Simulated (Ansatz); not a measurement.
Cl₂HOSn, SMILES [O][SnH]([Cl])[Cl]: an atomisation energy, run with Ansatz 0.2.0, Python API.

`cl2hosn.py`:
```python
"""Atomisation energy of Cl2HOSn at the given geometry."""

from collections import Counter

import ansatz
from ase import Atoms


def total_energy(molecule, charge=0, unpaired=0):
    calc = (
        molecule.calculation()
        .basis(gaussian="def2-SVP")
        .functional("r2SCAN")
    )
    if charge:
        calc = calc.charge(charge)
    if unpaired:
        calc = calc.spin("collinear", total=unpaired)
    return calc.run().report["free_energy_ev"]

atoms = Atoms(["O", "Sn", "Cl", "Cl", "H"], positions=[
    (0.9086, -1.3501, 1.2872),
    (0.0657, 0.0482, 0.0661),
    (0.5089, -0.5175, -2.1826),
    (-2.1891, 0.1307, 0.38),
    (0.7558, 1.615, 0.408),
])
molecule = ansatz.Crystal.molecule_from_ase(atoms)

# unpaired electrons of the ground-state atoms
unpaired = {"O": 2, "Sn": 2, "Cl": 1, "H": 1}
counts = Counter(site.symbol for site in molecule.cartesian_sites)
atom_energy = {s: total_energy(ansatz.Crystal.molecule().atom(s, (0, 0, 0)), 0, unpaired[s]) for s in counts}
whole = total_energy(molecule, 0, 1)
for s, e in atom_energy.items():
    print(f"{s:2s} x{counts[s]}  {e:14.5f} eV")
print(f"Cl2HOSn: {whole:.5f} eV")
split = sum(counts[s] * e for s, e in atom_energy.items()) - whole
print(f"atomisation energy (no zero-point term): {split:.3f} eV, {split / sum(counts.values()):.3f} eV an atom")
```

What does it cost to take this molecule apart into atoms?

12.303 eV from the electronic energies, without the zero-point term.

The run itself:

```console
$ python cl2hosn.py
O  x1     -2039.86316 eV
Sn x1     -5832.10669 eV
Cl x2    -12516.14886 eV
H  x1       -13.58417 eV
Cl2HOSn: -32930.15458 eV
atomisation energy (no zero-point term): 12.303 eV, 2.461 eV an atom
```

Reading the output:
- Total energies depend on the basis set; only differences at equal settings carry meaning.
- The geometry is a force-field or estimated start, not a minimum of this method, and the basis set is short of its limit. All parts are taken at fixed geometry, without zero-point energy.
- def2 sets replace the cores of elements past krypton by effective core potentials.
- The species is open-shell (spin multiplicity 2).
- The spin-orbit lowering of heavy atoms is left out.
- The whole script took 41 s on 1 thread of Arm Neoverse V1, with other jobs on the host, peak memory 0.29 GiB.
